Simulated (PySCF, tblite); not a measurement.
# C4H10BFS: geometry, infrared bands and NMR shifts

Wanted: the infrared bands and NMR shifts of C4H10BFS (`[BH3-][S@+](C)/C=C/CF`), by calculation.

Programs: tblite 0.8.0 and PySCF 2.14.0, with density-fitted response routines of our own. Each step states its level of theory. These are calculated values for one molecule in the gas phase, unless marked as measured. Atoms are numbered from 0 throughout.

**1. Starting geometry**

17 atoms, charge 0, multiplicity 1; geometry from: force field or distance geometry start.

Bonds of the start (Å): B0–S1 1.84, S1–C2 1.78, S1–C3 1.76, C3–C4 1.33, C4–C5 1.49, C5–F6 1.39, B0–H7 1.20, B0–H8 1.19, B0–H9 1.19, C2–H10 1.11, C2–H11 1.10, C2–H12 1.12, C3–H13 1.09, C4–H14 1.09, C5–H15 1.12, C5–H16 1.12.

**2. Optimising the geometry with GFN2-xTB**

Job settings and geometry (Å):

```
{"job": {"kind": "relax", "xc": "GFN2-xTB", "basis": "xTB"}, "charge": 0, "multiplicity": 1}
B     -2.119700     1.245600    -0.260900
S     -1.001600    -0.192800    -0.532800
C     -1.715800    -1.722700     0.039400
C      0.543200     0.082200     0.262700
C      1.670500     0.139300    -0.435300
C      2.987200     0.372300     0.222500
F      3.999000     0.403600    -0.726400
H     -2.343600     1.376800     0.908100
H     -3.145900     1.059400    -0.840300
H     -1.614400     2.236900    -0.668900
H     -1.924000    -1.660300     1.124800
H     -1.032900    -2.561800    -0.166200
H     -2.684600    -1.891500    -0.492100
H      0.569800     0.187200     1.348500
H      1.632400     0.034600    -1.520600
H      3.195600    -0.443700     0.959900
H      2.977900     1.347000     0.767600
```

Run with:

```
$ OMP_NUM_THREADS=1 python probes_run.py task.json out
```

This one command runs all jobs of the session in turn.

**Question.** This job is followed by: GFN2-xTB harmonic vibrations, gas phase; GIAO PBE0/pcSseg-1 NMR shielding, non-relativistic, gas phase. What will the session give for the following? strongest single infrared mode (GFN2-xTB); zero-point energy (GFN2-xTB); 13C shifts against TMS (PBE0/pcSseg-1); 1H shifts against TMS (PBE0/pcSseg-1, means over atoms taken as alike); 11B shifts against BF3·OEt2 (PBE0/pcSseg-1); 33S shifts against CS2 (PBE0/pcSseg-1); 19F shifts against CFCl3 (PBE0/pcSseg-1).

The runs gave:

| quantity | value |
| --- | --- |
| strongest single infrared mode (GFN2-xTB) | 1087 cm⁻¹, 306 km/mol |
| zero-point energy (GFN2-xTB) | 81.3 kcal/mol |
| 13C shifts against TMS (PBE0/pcSseg-1) | 142.7, 140.9, 86.7, 32.5 ppm |
| 1H shifts against TMS (PBE0/pcSseg-1, means over atoms taken as alike) | 6.40, 5.75, 5.48, 5.03, 2.28, 1.94 ppm |
| 11B shifts against BF3·OEt2 (PBE0/pcSseg-1) | -19.8 ppm |
| 33S shifts against CS2 (PBE0/pcSseg-1) | 27 ppm |
| 19F shifts against CFCl3 (PBE0/pcSseg-1) | -241.4 ppm |

Over 104 steps the energy fell by 0.599 eV; of the close pairs, B0–S1 changed most, 1.842 to 1.994 Å. No mode is imaginary among the 45: a minimum at this level. The strongest single mode, at 1087 cm⁻¹, moves mainly H7, H8 and H9. Unscaled tight-binding wavenumbers are off by several per cent, some by more. Its intensities can rank the bands wrongly. At PBE0/pcSseg-1: The largest span, 300 ppm, is at S1, where the paramagnetic term is -581 ppm.
